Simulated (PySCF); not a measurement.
# PdCl₆ (-2): NMR shieldings, part 1 of 2

Wanted: NMR shieldings for PdCl₆ (-2) (`[Cl][Pd-2]([Cl])([Cl])([Cl])([Cl])[Cl]`).

Programs: PySCF 2.14.0, with routines of our own; each step states its level. All values are computed. Atoms count from 0.

## Step 1: The system as given

7 atoms, charge -2, multiplicity 1; geometry from: GFN2-xTB.

## Step 2: NMR shieldings: PBE0/pcSseg-1 Pd:us-x2c-TZVPall-2c, spin–orbit

Job settings and geometry (Å):

```
{"job": {"xc": "PBE0", "basis": {"default": "pcSseg-1", "Pd": "us-x2c-TZVPall-2c"}, "rel": "so", "kind": "hnmr"}, "charge": -2, "multiplicity": 1}
Pd    -0.000340    -0.001440    -0.000370
Cl    -0.019440    -0.010770     2.324430
Cl     0.020150     0.009590    -2.325130
Cl     2.324330     0.003820     0.019590
Cl    -2.325520     0.004170    -0.022160
Cl    -0.008000     2.322150     0.011450
Cl     0.008820    -2.327520    -0.007800
```

Level: PBE0/pcSseg-1 Pd:us-x2c-TZVPall-2c GIAO NMR shielding, X2C with spin-orbit coupling, screened-nuclear two-electron part, Gaussian nuclei, gas phase.

Command:

```sh
> OMP_NUM_THREADS=1 python heavy_run.py task.json out
```

The driver reads the jobs from task.json and runs them one after another.

Standard output:

```text
spin-free SCF
coarse grid: 46072 points
cycle   1  E = -7811.2749303317  dE =  1.419e+00  |g| = 3.133e+00  |ddm| = 9.352e+00
cycle   2  E = -7804.8278963624  dE =  6.447e+00  |g| = 7.766e+00  |ddm| = 7.547e+00
cycle   3  E = -7812.3391498558  dE = -7.511e+00  |g| = 2.004e+00  |ddm| = 6.044e+00
cycle   4  E = -7812.9185260957  dE = -5.794e-01  |g| = 3.236e-01  |ddm| = 9.233e-01
cycle   5  E = -7812.9328288309  dE = -1.430e-02  |g| = 1.775e-01  |ddm| = 3.936e-01
cycle   6  E = -7812.9402464297  dE = -7.418e-03  |g| = 2.005e-02  |ddm| = 1.632e-01
cycle   7  E = -7812.9403006707  dE = -5.424e-05  |g| = 1.080e-02  |ddm| = 2.480e-02
cycle   8  E = -7812.9403241746  dE = -2.350e-05  |g| = 4.595e-03  |ddm| = 1.221e-02
cycle   9  E = -7812.9403266494  dE = -2.475e-06  |g| = 2.326e-03  |ddm| = 2.634e-03
final grid: 84880 points
cycle  10  E = -7812.9390188992  dE =  7.742e-06  |g| = 8.025e-03  |ddm| = 5.492e-03
cycle  11  E = -7812.9389203717  dE =  9.853e-05  |g| = 2.743e-02  |ddm| = 1.744e-02
cycle  12  E = -7812.9390281501  dE = -1.078e-04  |g| = 1.890e-04  |ddm| = 1.349e-02
cycle  13  E = -7812.9390281466  dE =  3.449e-09  |g| = 2.067e-04  |ddm| = 4.141e-04
cycle  14  E = -7812.9390281577  dE = -1.106e-08  |g| = 4.506e-05  |ddm| = 2.606e-04
cycle  15  E = -7812.9390281582  dE = -4.711e-10  |g| = 5.775e-06  |ddm| = 4.468e-05
converged SCF energy = -7812.9390281582
two-component SCF
cycle   1  E = -7812.5510723629  dE = -7.813e+03  |FDS-SDF| = 3.125e+01
cycle   2  E = -7813.4176239220  dE = -8.666e-01  |FDS-SDF| = 2.423e-01
cycle   3  E = -7813.4182423527  dE = -6.184e-04  |FDS-SDF| = 1.128e-02
cycle   4  E = -7813.4183886988  dE = -1.463e-04  |FDS-SDF| = 7.901e-03
cycle   5  E = -7813.4184382249  dE = -4.953e-05  |FDS-SDF| = 7.668e-03
cycle   6  E = -7813.4184894887  dE = -5.126e-05  |FDS-SDF| = 4.789e-03
cycle   7  E = -7813.4185177303  dE = -2.824e-05  |FDS-SDF| = 1.322e-03
cycle   8  E = -7813.4185207170  dE = -2.987e-06  |FDS-SDF| = 5.545e-04
cycle   9  E = -7813.4185214798  dE = -7.628e-07  |FDS-SDF| = 2.101e-04
cycle  10  E = -7813.4185215777  dE = -9.792e-08  |FDS-SDF| = 6.353e-05
cycle  11  E = -7813.4185215834  dE = -5.635e-09  |FDS-SDF| = 3.275e-05
converged, E = -7813.4185215834

Field gradients (au) and densities at the nuclei (bohr^-3)
atom        Vxx        Vyy        Vzz        centre      nuclear mean
  0 Pd    -0.0004    -0.0051     0.0056     119834.710     119366.393
  1 Cl    -1.5927    -1.5947     3.1874       2817.066       2817.014
  2 Cl    -1.5918    -1.5937     3.1856       2817.065       2817.014
  3 Cl    -1.5941    -1.5942     3.1883       2817.066       2817.014
  4 Cl    -1.5925    -1.5925     3.1850       2817.065       2817.014
  5 Cl    -1.5959    -1.5980     3.1939       2817.067       2817.015
  6 Cl    -1.5885    -1.5906     3.1790       2817.064       2817.013
without picture change
  0 Pd                           0.0049                    228269.119

Core orbital energies (eV)
atom   shell        mean    spread
  0 Pd 1s       -24210.758   0.000
  0 Pd 2s        -3555.657   0.000
  0 Pd 3s         -649.600   0.000
  0 Pd 4s          -89.161   0.000
  0 Pd 2p1/2     -3295.244   0.000
  0 Pd 2p3/2     -3136.140   0.000
  0 Pd 3p1/2      -546.601   0.000
  0 Pd 3p3/2      -518.522   0.001
  0 Pd 4p1/2       -56.697   0.000
  0 Pd 4p3/2       -52.058   0.002
  0 Pd 3d3/2      -336.513   0.001
  0 Pd 3d5/2      -331.009   0.008
  1 Cl 1s        -2768.642   0.000
  1 Cl 2s         -252.308   0.000
  1 Cl 3s          -13.974   0.000
  1 Cl 2p1/2      -190.153   0.000
  1 Cl 2p3/2      -188.469   0.140
  2 Cl 1s        -2768.642   0.000
  2 Cl 2s         -252.308   0.000
  2 Cl 3s          -13.974   0.000
  2 Cl 2p1/2      -190.153   0.000
  2 Cl 2p3/2      -188.469   0.140
  3 Cl 1s        -2768.643   0.000
  3 Cl 2s         -252.309   0.000
  3 Cl 3s          -13.975   0.000
  3 Cl 2p1/2      -190.153   0.000
  3 Cl 2p3/2      -188.470   0.140
  4 Cl 1s        -2768.641   0.000
  4 Cl 2s         -252.307   0.000
  4 Cl 3s          -13.973   0.000
  4 Cl 2p1/2      -190.152   0.000
  4 Cl 2p3/2      -188.468   0.140
  5 Cl 1s        -2768.645   0.000
  5 Cl 2s         -252.311   0.000
  5 Cl 3s          -13.980   0.000
  5 Cl 2p1/2      -190.156   0.000
  5 Cl 2p3/2      -188.472   0.140
  6 Cl 1s        -2768.639   0.000
  6 Cl 2s         -252.304   0.000
  6 Cl 3s          -13.968   0.000
  6 Cl 2p1/2      -190.149   0.000
  6 Cl 2p3/2      -188.465   0.139

vertical triplet (scalar unrestricted SCF): 2.008 eV

Shielding tensors (ppm)
atom      isotropic    diamagn.    paramagn.     s11        s22        s33       span
  0 Pd    -1547.48     4251.69    -5799.16   -1555.05   -1547.82   -1539.56      15.49
  1 Cl      680.18     1122.66     -442.48     481.99     482.39    1076.15     594.16
  2 Cl      681.05     1122.66     -441.61     483.02     483.77    1076.38     593.35
  3 Cl      680.05     1122.66     -442.60     481.98     482.05    1076.13     594.15
  4 Cl      680.67     1122.66     -441.99     482.77     482.85    1076.40     593.63
  5 Cl      679.34     1122.66     -443.32     480.83     481.53    1075.66     594.83
  6 Cl      681.93     1122.66     -440.73     484.44     484.50    1076.85     592.41
```

Run time: 12 min. Hardware: 1 thread of Arm Neoverse V1, shared host; peak memory 1.8 GiB.

In short:

```csv
quantity,value
energy from spin-orbit coupling,-0.4795 Eh
```

## Step 3: NMR shieldings: PBE0/pcSseg-1 Pd:us-x2c-TZVPall-2c, spin-free

Job settings and geometry (Å):

```
{"job": {"xc": "PBE0", "basis": {"default": "pcSseg-1", "Pd": "us-x2c-TZVPall-2c"}, "rel": "sf", "kind": "hnmr"}, "charge": -2, "multiplicity": 1}
Pd    -0.000340    -0.001440    -0.000370
Cl    -0.019440    -0.010770     2.324430
Cl     0.020150     0.009590    -2.325130
Cl     2.324330     0.003820     0.019590
Cl    -2.325520     0.004170    -0.022160
Cl    -0.008000     2.322150     0.011450
Cl     0.008820    -2.327520    -0.007800
```

Level: PBE0/pcSseg-1 Pd:us-x2c-TZVPall-2c GIAO NMR shielding, spin-free X2C, Gaussian nuclei, gas phase.

Standard output:

```text
spin-free SCF
coarse grid: 46072 points
cycle   1  E = -7811.2749303317  dE =  1.419e+00  |g| = 3.133e+00  |ddm| = 9.352e+00
cycle   2  E = -7804.8278963624  dE =  6.447e+00  |g| = 7.766e+00  |ddm| = 7.547e+00
cycle   3  E = -7812.3391498558  dE = -7.511e+00  |g| = 2.004e+00  |ddm| = 6.044e+00
cycle   4  E = -7812.9185260957  dE = -5.794e-01  |g| = 3.236e-01  |ddm| = 9.233e-01
cycle   5  E = -7812.9328288309  dE = -1.430e-02  |g| = 1.775e-01  |ddm| = 3.936e-01
cycle   6  E = -7812.9402464297  dE = -7.418e-03  |g| = 2.005e-02  |ddm| = 1.632e-01
cycle   7  E = -7812.9403006707  dE = -5.424e-05  |g| = 1.080e-02  |ddm| = 2.480e-02
cycle   8  E = -7812.9403241746  dE = -2.350e-05  |g| = 4.595e-03  |ddm| = 1.221e-02
cycle   9  E = -7812.9403266494  dE = -2.475e-06  |g| = 2.326e-03  |ddm| = 2.634e-03
final grid: 84880 points
cycle  10  E = -7812.9390188992  dE =  7.742e-06  |g| = 8.025e-03  |ddm| = 5.492e-03
cycle  11  E = -7812.9389203717  dE =  9.853e-05  |g| = 2.743e-02  |ddm| = 1.744e-02
cycle  12  E = -7812.9390281501  dE = -1.078e-04  |g| = 1.890e-04  |ddm| = 1.349e-02
cycle  13  E = -7812.9390281466  dE =  3.449e-09  |g| = 2.067e-04  |ddm| = 4.141e-04
cycle  14  E = -7812.9390281577  dE = -1.106e-08  |g| = 4.506e-05  |ddm| = 2.606e-04
cycle  15  E = -7812.9390281582  dE = -4.711e-10  |g| = 5.775e-06  |ddm| = 4.468e-05
converged SCF energy = -7812.9390281582
check of the scalar solution
cycle   1  E = -7812.9390281582  dE = -7.813e+03  |FDS-SDF| = 1.640e+00
cycle   2  E = -7812.9391941962  dE = -1.660e-04  |FDS-SDF| = 8.409e-04
cycle   3  E = -7812.9391941963  dE = -1.746e-10  |FDS-SDF| = 1.321e-05
converged, E = -7812.9391941963

Field gradients (au) and densities at the nuclei (bohr^-3)
atom        Vxx        Vyy        Vzz        centre      nuclear mean
  0 Pd    -0.0005    -0.0052     0.0057     119784.780     119316.467
  1 Cl    -1.5962    -1.5981     3.1942       2817.082       2817.031
  2 Cl    -1.5953    -1.5971     3.1924       2817.082       2817.030
  3 Cl    -1.5975    -1.5976     3.1952       2817.082       2817.031
  4 Cl    -1.5959    -1.5960     3.1919       2817.082       2817.030
  5 Cl    -1.5993    -1.6014     3.2008       2817.083       2817.031
  6 Cl    -1.5919    -1.5940     3.1859       2817.081       2817.029
without picture change
  0 Pd                           0.0050                    228274.983

Core orbital energies (eV)
atom   shell        mean    spread
  0 Pd 1s       -24211.706   0.000
  0 Pd 2s        -3555.829   0.000
  0 Pd 3s         -649.624   0.000
  0 Pd 4s          -89.146   0.000
  0 Pd 2p        -3187.582   0.001
  0 Pd 3p         -527.597   0.002
  0 Pd 4p          -53.536   0.004
  0 Pd 3d         -333.205   0.002
  1 Cl 1s        -2768.641   0.000
  1 Cl 2s         -252.308   0.000
  1 Cl 3s          -13.973   0.000
  1 Cl 2p         -189.029   0.218
  2 Cl 1s        -2768.641   0.000
  2 Cl 2s         -252.308   0.000
  2 Cl 3s          -13.973   0.000
  2 Cl 2p         -189.029   0.218
  3 Cl 1s        -2768.642   0.000
  3 Cl 2s         -252.308   0.000
  3 Cl 3s          -13.974   0.000
  3 Cl 2p         -189.030   0.218
  4 Cl 1s        -2768.641   0.000
  4 Cl 2s         -252.307   0.000
  4 Cl 3s          -13.971   0.000
  4 Cl 2p         -189.029   0.218
  5 Cl 1s        -2768.645   0.000
  5 Cl 2s         -252.311   0.000
  5 Cl 3s          -13.979   0.000
  5 Cl 2p         -189.033   0.218
  6 Cl 1s        -2768.638   0.000
  6 Cl 2s         -252.304   0.000
  6 Cl 3s          -13.967   0.000
  6 Cl 2p         -189.026   0.217

Shielding tensors (ppm)
atom      isotropic    diamagn.    paramagn.     s11        s22        s33       span
  0 Pd    -2395.95     4568.96    -6964.92   -2403.80   -2396.33   -2387.74      16.06
  1 Cl      717.58     1140.28     -422.70     539.60     540.02    1073.11     533.51
  2 Cl      718.46     1140.28     -421.81     540.61     541.54    1073.24     532.63
  3 Cl      717.47     1140.27     -422.81     539.62     539.69    1073.09     533.48
  4 Cl      718.06     1140.28     -422.22     540.40     540.49    1073.28     532.88
  5 Cl      716.80     1140.27     -423.47     538.34     539.34    1072.73     534.39
  6 Cl      719.28     1140.28     -421.00     541.94     542.28    1073.61     531.67
```

It took 2.5 min on 1 thread of Arm Neoverse V1, shared host; peak memory 1.3 GiB.

## Step 4: NMR shieldings: PBE0/pcSseg-1 Pd:us-x2c-TZVPall-2c in water, spin–orbit

Job settings and geometry (Å):

```
{"job": {"xc": "PBE0", "basis": {"default": "pcSseg-1", "Pd": "us-x2c-TZVPall-2c"}, "rel": "so", "solvent": "water", "kind": "hnmr"}, "charge": -2, "multiplicity": 1}
Pd    -0.000340    -0.001440    -0.000370
Cl    -0.019440    -0.010770     2.324430
Cl     0.020150     0.009590    -2.325130
Cl     2.324330     0.003820     0.019590
Cl    -2.325520     0.004170    -0.022160
Cl    -0.008000     2.322150     0.011450
Cl     0.008820    -2.327520    -0.007800
```

Method: PBE0/pcSseg-1 Pd:us-x2c-TZVPall-2c GIAO NMR shielding, X2C with spin-orbit coupling, screened-nuclear two-electron part, Gaussian nuclei, IEF-PCM water.

Standard output:

```text
spin-free SCF
coarse grid: 46072 points
cycle   1  E = -7811.5425556325  dE =  1.152e+00  |g| = 3.135e+00  |ddm| = 9.352e+00
cycle   2  E = -7805.2324457032  dE =  6.310e+00  |g| = 7.715e+00  |ddm| = 7.578e+00
cycle   3  E = -7812.6033654786  dE = -7.371e+00  |g| = 2.022e+00  |ddm| = 5.992e+00
cycle   4  E = -7813.2039589366  dE = -6.006e-01  |g| = 3.194e-01  |ddm| = 9.807e-01
cycle   5  E = -7813.2197956519  dE = -1.584e-02  |g| = 1.524e-01  |ddm| = 3.789e-01
cycle   6  E = -7813.2251026207  dE = -5.307e-03  |g| = 1.845e-02  |ddm| = 1.444e-01
cycle   7  E = -7813.2251638417  dE = -6.122e-05  |g| = 4.987e-03  |ddm| = 1.624e-02
cycle   8  E = -7813.2251642021  dE = -3.604e-07  |g| = 3.838e-03  |ddm| = 3.233e-03
cycle   9  E = -7813.2251661916  dE = -1.990e-06  |g| = 1.524e-03  |ddm| = 1.919e-03
final grid: 84880 points
cycle  10  E = -7813.2238609439  dE =  2.464e-06  |g| = 5.004e-03  |ddm| = 3.694e-03
cycle  11  E = -7813.2238258190  dE =  3.512e-05  |g| = 1.653e-02  |ddm| = 1.048e-02
cycle  12  E = -7813.2238644305  dE = -3.861e-05  |g| = 4.071e-04  |ddm| = 8.061e-03
cycle  13  E = -7813.2238644511  dE = -2.057e-08  |g| = 2.801e-04  |ddm| = 7.159e-04
cycle  14  E = -7813.2238644705  dE = -1.941e-08  |g| = 2.803e-05  |ddm| = 3.026e-04
cycle  15  E = -7813.2238644706  dE = -1.419e-10  |g| = 3.911e-06  |ddm| = 2.536e-05
converged SCF energy = -7813.2238644706
two-component SCF
cycle   1  E = -7812.8359080807  dE = -7.813e+03  |FDS-SDF| = 3.125e+01
cycle   2  E = -7813.7024514273  dE = -8.665e-01  |FDS-SDF| = 2.423e-01
cycle   3  E = -7813.7030609890  dE = -6.096e-04  |FDS-SDF| = 1.118e-02
cycle   4  E = -7813.7032011479  dE = -1.402e-04  |FDS-SDF| = 7.881e-03
cycle   5  E = -7813.7032473228  dE = -4.617e-05  |FDS-SDF| = 7.535e-03
cycle   6  E = -7813.7032958081  dE = -4.849e-05  |FDS-SDF| = 4.557e-03
cycle   7  E = -7813.7033212594  dE = -2.545e-05  |FDS-SDF| = 1.200e-03
cycle   8  E = -7813.7033237219  dE = -2.463e-06  |FDS-SDF| = 4.845e-04
cycle   9  E = -7813.7033242748  dE = -5.529e-07  |FDS-SDF| = 1.685e-04
cycle  10  E = -7813.7033243349  dE = -6.014e-08  |FDS-SDF| = 5.114e-05
cycle  11  E = -7813.7033243389  dE = -3.989e-09  |FDS-SDF| = 2.717e-05
converged, E = -7813.7033243389

Field gradients (au) and densities at the nuclei (bohr^-3)
atom        Vxx        Vyy        Vzz        centre      nuclear mean
  0 Pd    -0.0004    -0.0051     0.0055     119834.843     119366.526
  1 Cl    -1.5573    -1.5594     3.1167       2817.094       2817.042
  2 Cl    -1.5565    -1.5585     3.1149       2817.093       2817.042
  3 Cl    -1.5589    -1.5590     3.1178       2817.094       2817.042
  4 Cl    -1.5571    -1.5571     3.1142       2817.093       2817.042
  5 Cl    -1.5608    -1.5632     3.1240       2817.095       2817.043
  6 Cl    -1.5526    -1.5550     3.1076       2817.092       2817.041
without picture change
  0 Pd                           0.0048                    228269.377

Core orbital energies (eV)
atom   shell        mean    spread
  0 Pd 1s       -24218.412   0.000
  0 Pd 2s        -3563.313   0.000
  0 Pd 3s         -657.258   0.000
  0 Pd 4s          -96.828   0.000
  0 Pd 2p1/2     -3302.900   0.000
  0 Pd 2p3/2     -3143.796   0.000
  0 Pd 3p1/2      -554.259   0.000
  0 Pd 3p3/2      -526.180   0.001
  0 Pd 4p1/2       -64.366   0.000
  0 Pd 4p3/2       -59.730   0.002
  0 Pd 3d3/2      -344.170   0.001
  0 Pd 3d5/2      -338.667   0.008
  1 Cl 1s        -2776.379   0.000
  1 Cl 2s         -260.045   0.000
  1 Cl 3s          -21.722   0.000
  1 Cl 2p1/2      -197.890   0.000
  1 Cl 2p3/2      -196.207   0.136
  2 Cl 1s        -2776.379   0.000
  2 Cl 2s         -260.045   0.000
  2 Cl 3s          -21.722   0.000
  2 Cl 2p1/2      -197.890   0.000
  2 Cl 2p3/2      -196.207   0.136
  3 Cl 1s        -2776.380   0.000
  3 Cl 2s         -260.046   0.000
  3 Cl 3s          -21.723   0.000
  3 Cl 2p1/2      -197.890   0.000
  3 Cl 2p3/2      -196.207   0.136
  4 Cl 1s        -2776.379   0.000
  4 Cl 2s         -260.045   0.000
  4 Cl 3s          -21.721   0.000
  4 Cl 2p1/2      -197.889   0.000
  4 Cl 2p3/2      -196.206   0.136
  5 Cl 1s        -2776.382   0.000
  5 Cl 2s         -260.049   0.000
  5 Cl 3s          -21.728   0.000
  5 Cl 2p1/2      -197.893   0.000
  5 Cl 2p3/2      -196.210   0.136
  6 Cl 1s        -2776.376   0.000
  6 Cl 2s         -260.042   0.000
  6 Cl 3s          -21.716   0.000
  6 Cl 2p1/2      -197.886   0.000
  6 Cl 2p3/2      -196.203   0.135

Shielding tensors (ppm)
atom      isotropic    diamagn.    paramagn.     s11        s22        s33       span
  0 Pd    -1390.60     4253.20    -5643.80   -1398.41   -1390.90   -1382.48      15.92
  1 Cl      701.58     1122.41     -420.83     518.18     518.47    1068.09     549.90
  2 Cl      702.43     1122.40     -419.98     519.19     519.79    1068.31     549.12
  3 Cl      701.38     1122.40     -421.02     518.00     518.08    1068.07     550.07
  4 Cl      702.12     1122.41     -420.29     518.97     519.06    1068.33     549.37
  5 Cl      700.44     1122.40     -421.96     516.58     517.15    1067.59     551.02
  6 Cl      703.58     1122.41     -418.83     520.95     521.00    1068.78     547.84
```

Run time: 11 min. Hardware: 1 thread of Arm Neoverse V1, shared host; peak memory 1.8 GiB.

From this job:

```csv
quantity,value
energy from spin-orbit coupling,-0.4795 Eh
```

## Step 5: NMR shieldings: PBE0/pcSseg-1 Pd:us-x2c-TZVPall-2c in water, spin-free

Job settings and geometry (Å):

```
{"job": {"xc": "PBE0", "basis": {"default": "pcSseg-1", "Pd": "us-x2c-TZVPall-2c"}, "rel": "sf", "solvent": "water", "kind": "hnmr"}, "charge": -2, "multiplicity": 1}
Pd    -0.000340    -0.001440    -0.000370
Cl    -0.019440    -0.010770     2.324430
Cl     0.020150     0.009590    -2.325130
Cl     2.324330     0.003820     0.019590
Cl    -2.325520     0.004170    -0.022160
Cl    -0.008000     2.322150     0.011450
Cl     0.008820    -2.327520    -0.007800
```

Method: PBE0/pcSseg-1 Pd:us-x2c-TZVPall-2c GIAO NMR shielding, spin-free X2C, Gaussian nuclei, IEF-PCM water.

Standard output:

```text
spin-free SCF
coarse grid: 46072 points
cycle   1  E = -7811.5425556325  dE =  1.152e+00  |g| = 3.135e+00  |ddm| = 9.352e+00
cycle   2  E = -7805.2324457032  dE =  6.310e+00  |g| = 7.715e+00  |ddm| = 7.578e+00
cycle   3  E = -7812.6033654786  dE = -7.371e+00  |g| = 2.022e+00  |ddm| = 5.992e+00
cycle   4  E = -7813.2039589366  dE = -6.006e-01  |g| = 3.194e-01  |ddm| = 9.807e-01
cycle   5  E = -7813.2197956519  dE = -1.584e-02  |g| = 1.524e-01  |ddm| = 3.789e-01
cycle   6  E = -7813.2251026207  dE = -5.307e-03  |g| = 1.845e-02  |ddm| = 1.444e-01
cycle   7  E = -7813.2251638417  dE = -6.122e-05  |g| = 4.987e-03  |ddm| = 1.624e-02
cycle   8  E = -7813.2251642021  dE = -3.604e-07  |g| = 3.838e-03  |ddm| = 3.233e-03
cycle   9  E = -7813.2251661916  dE = -1.990e-06  |g| = 1.524e-03  |ddm| = 1.919e-03
final grid: 84880 points
cycle  10  E = -7813.2238609439  dE =  2.464e-06  |g| = 5.004e-03  |ddm| = 3.694e-03
cycle  11  E = -7813.2238258190  dE =  3.512e-05  |g| = 1.653e-02  |ddm| = 1.048e-02
cycle  12  E = -7813.2238644305  dE = -3.861e-05  |g| = 4.071e-04  |ddm| = 8.061e-03
cycle  13  E = -7813.2238644511  dE = -2.057e-08  |g| = 2.801e-04  |ddm| = 7.159e-04
cycle  14  E = -7813.2238644705  dE = -1.941e-08  |g| = 2.803e-05  |ddm| = 3.026e-04
cycle  15  E = -7813.2238644706  dE = -1.419e-10  |g| = 3.911e-06  |ddm| = 2.536e-05
converged SCF energy = -7813.2238644706
check of the scalar solution
cycle   1  E = -7813.2238644707  dE = -7.813e+03  |FDS-SDF| = 1.640e+00
cycle   2  E = -7813.2240304547  dE = -1.660e-04  |FDS-SDF| = 8.408e-04
cycle   3  E = -7813.2240304547  dE = -6.003e-11  |FDS-SDF| = 6.075e-06
converged, E = -7813.2240304547

Field gradients (au) and densities at the nuclei (bohr^-3)
atom        Vxx        Vyy        Vzz        centre      nuclear mean
  0 Pd    -0.0004    -0.0051     0.0056     119784.913     119316.599
  1 Cl    -1.5605    -1.5626     3.1232       2817.110       2817.058
  2 Cl    -1.5597    -1.5617     3.1214       2817.110       2817.058
  3 Cl    -1.5621    -1.5622     3.1243       2817.110       2817.059
  4 Cl    -1.5603    -1.5604     3.1207       2817.110       2817.058
  5 Cl    -1.5641    -1.5664     3.1305       2817.111       2817.060
  6 Cl    -1.5559    -1.5582     3.1141       2817.109       2817.057
without picture change
  0 Pd                           0.0049                    228275.241

Core orbital energies (eV)
atom   shell        mean    spread
  0 Pd 1s       -24219.361   0.000
  0 Pd 2s        -3563.486   0.000
  0 Pd 3s         -657.283   0.000
  0 Pd 4s          -96.815   0.000
  0 Pd 2p        -3195.239   0.001
  0 Pd 3p         -535.256   0.002
  0 Pd 4p          -61.208   0.004
  0 Pd 3d         -340.864   0.002
  1 Cl 1s        -2776.379   0.000
  1 Cl 2s         -260.046   0.000
  1 Cl 3s          -21.721   0.000
  1 Cl 2p         -196.767   0.211
  2 Cl 1s        -2776.379   0.000
  2 Cl 2s         -260.046   0.000
  2 Cl 3s          -21.721   0.000
  2 Cl 2p         -196.767   0.211
  3 Cl 1s        -2776.380   0.000
  3 Cl 2s         -260.046   0.000
  3 Cl 3s          -21.722   0.000
  3 Cl 2p         -196.768   0.211
  4 Cl 1s        -2776.379   0.000
  4 Cl 2s         -260.045   0.000
  4 Cl 3s          -21.719   0.000
  4 Cl 2p         -196.767   0.211
  5 Cl 1s        -2776.382   0.000
  5 Cl 2s         -260.049   0.000
  5 Cl 3s          -21.726   0.000
  5 Cl 2p         -196.771   0.212
  6 Cl 1s        -2776.376   0.000
  6 Cl 2s         -260.042   0.000
  6 Cl 3s          -21.715   0.000
  6 Cl 2p         -196.764   0.211

Shielding tensors (ppm)
atom      isotropic    diamagn.    paramagn.     s11        s22        s33       span
  0 Pd    -2228.48     4570.51    -6798.99   -2236.56   -2228.81   -2220.07      16.49
  1 Cl      738.01     1140.02     -402.02     573.48     573.73    1066.80     493.31
  2 Cl      738.87     1140.02     -401.16     574.44     575.23    1066.93     492.48
  3 Cl      737.82     1140.02     -402.20     573.31     573.38    1066.78     493.47
  4 Cl      738.54     1140.02     -401.49     574.27     574.36    1066.97     492.70
  5 Cl      736.93     1140.02     -403.09     571.77     572.61    1066.40     494.64
  6 Cl      739.96     1140.03     -400.07     576.16     576.40    1067.31     491.14
```

Run time: 2.6 min. Hardware: 1 thread of Arm Neoverse V1, shared host; peak memory 1.4 GiB.

(Continued in part 2 of 2.)
